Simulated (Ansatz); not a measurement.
Born–Oppenheimer molecular dynamics of a periodic cell of 18 atoms, In$_{4}$Sb$_{4}$H (surface InSb(110), adsorbate H2). It starts from a relaxed structure.

Level of theory: Ansatz, DFT LDA, scalar-relativistic, plane waves, PAW. Settings: accuracy low, PAW set soft_1, cutoff 420 eV, k mesh 2x2x1, fermi-dirac smearing 0.05 eV, no spin polarisation.

```yaml
ensemble: NVT, Langevin thermostat
time_step: 0.5 fs
steps_asked: 300
set_temperature: 700 K
friction: 0.005 /fs
atoms_held: 1, 4, 6, 7
seed: 455398
```

First frame:

```xyz
18
Lattice="9.1372 0.0000 0.0000 0.0000 6.4610 0.0000 0.0000 0.0000 19.8529" Properties=species:S:1:pos:R:3
In 0.000 0.000 1.000
Sb 9.118 1.961 3.115
In 6.831 3.566 3.451
Sb 2.284 4.846 1.000
In 2.263 3.573 3.455
Sb 6.853 4.846 1.000
In 4.569 0.000 1.000
Sb 4.547 1.956 3.123
In 4.551 0.445 5.523
Sb 4.533 1.746 8.014
In 2.255 3.143 7.315
Sb 6.833 5.294 5.623
In 6.820 3.143 7.330
Sb 2.261 5.305 5.626
In 9.113 0.453 5.515
Sb 9.111 1.750 8.013
H 7.129 1.428 10.536
H 6.372 1.460 10.396
```

(1) What does the run give?

(2) What happens to the structure?

(3) How do temperature and energy run in time?

Results:

(1) All steps were run.

- steps done: 300
- time covered: 150 fs
- mean temperature over the second half: 561 K
- spread of the potential energy over the second half: 3.2 meV per atom
- mean potential energy of the second half above the start: 45.8 meV per atom

The mean temperature of the second half is 20 % below the set value. A run of 0.15 ps of so small a system gives no equilibrium averages. Limits of this set-up: thin slab, slab without dipole correction, no dispersion correction for a molecule that may bind weakly, PAW files made for another functional, low accuracy level.

(2) Mean squared displacements from the first frame to the last: In 0.05 Å², Sb 0.05 Å², H 8.53 Å². Another seed would give other details.

(3) 
```csv
time (fs),T (K),potential energy less start (eV)
0.0,700,0.000
12.5,573,0.113
25.0,443,0.251
37.5,444,0.423
50.0,471,0.587
62.5,516,0.769
75.0,497,0.908
87.5,472,0.898
100.0,510,0.820
112.5,535,0.775
125.0,622,0.784
137.5,608,0.807
150.0,591,0.872
```

Run time: 15 min on 4 threads of Intel(R) Xeon(R) 6975P-C (Granite Rapids), with other jobs on the host, peak memory 3.1 GiB.
